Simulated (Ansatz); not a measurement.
# ClGeH5O: the cost of one run

All numbers below are computed with Ansatz 0.2.0 (RHF/def2-SVP).

## (1) The starting structure

Bond lengths: Ge1–O2 2.120 Å, O2–H3 1.010 Å, Ge1–Cl4 2.220 Å, Ge1–H5 1.549 Å, Ge1–H6 1.549 Å. Angles: Ge1–O2–H3 109.5°, O2–Ge1–Cl4 109.5°, O2–Ge1–H5 109.5°, O2–Ge1–H6 109.5°, Cl4–Ge1–H5 109.5°, Cl4–Ge1–H6 109.5°, H5–Ge1–H6 109.5°.

As a file:

```xyz
8

Ge    0.0000    0.0000    0.0000
O     0.0000    0.0000    2.1200
H    -0.9095   -0.2814    2.4571
Cl    2.0935    0.0000   -0.7393
H    -0.7300    1.2648   -0.5162
H    -0.7300   -1.2648   -0.5162
H     0.9702    1.4632    0.5833
H     0.7523    1.1345    1.5265
```

## (2) A restrained relaxation towards end A

Springs on the bonds that form and break draw the guess towards this end; the thresholds are loose.

input.yaml

```yaml
crystal:
  periodic: [false, false, false]
  atoms:
    - { symbol: Ge, position_ang: [0.0, 0.0, 0.0] }
    - { symbol: O, position_ang: [0.0, 0.0, 2.12] }
    - { symbol: H, position_ang: [-0.9095, -0.2814, 2.4571] }
    - { symbol: Cl, position_ang: [2.0935, 0.0, -0.7393] }
    - { symbol: H, position_ang: [-0.73, 1.2648, -0.5162] }
    - { symbol: H, position_ang: [-0.73, -1.2648, -0.5162] }
    - { symbol: H, position_ang: [0.9702, 1.4632, 0.5833] }
    - { symbol: H, position_ang: [0.7523, 1.1345, 1.5265] }
basis:
  gaussian: { orbitals: def2-SVP }
hamiltonian:
  xc: hf
relax:
  f_tol: 0.15
  max_steps: 25
  restrain:
    - { distance: [0, 6], at: 2.75, k: 30.0 }
    - { distance: [7, 1], at: 2.21, k: 30.0 }
    - { distance: [0, 1], at: 1.77, k: 30.0 }
    - { distance: [7, 6], at: 0.66, k: 30.0 }
```

Launch:

```
$ ansatz run input.yaml --threads 1 --pin off --max-ram 2048MiB --backend cpu --events-out ev --progress --plain --runs-dir out
```

**Question.** How long does this run take on 1 thread of INTEL XEON PLATINUM 8581C at 2.30GHz (Emerald Rapids), shared host, and how much memory does it need?

About 25 s, with a peak of 0.19 GiB.
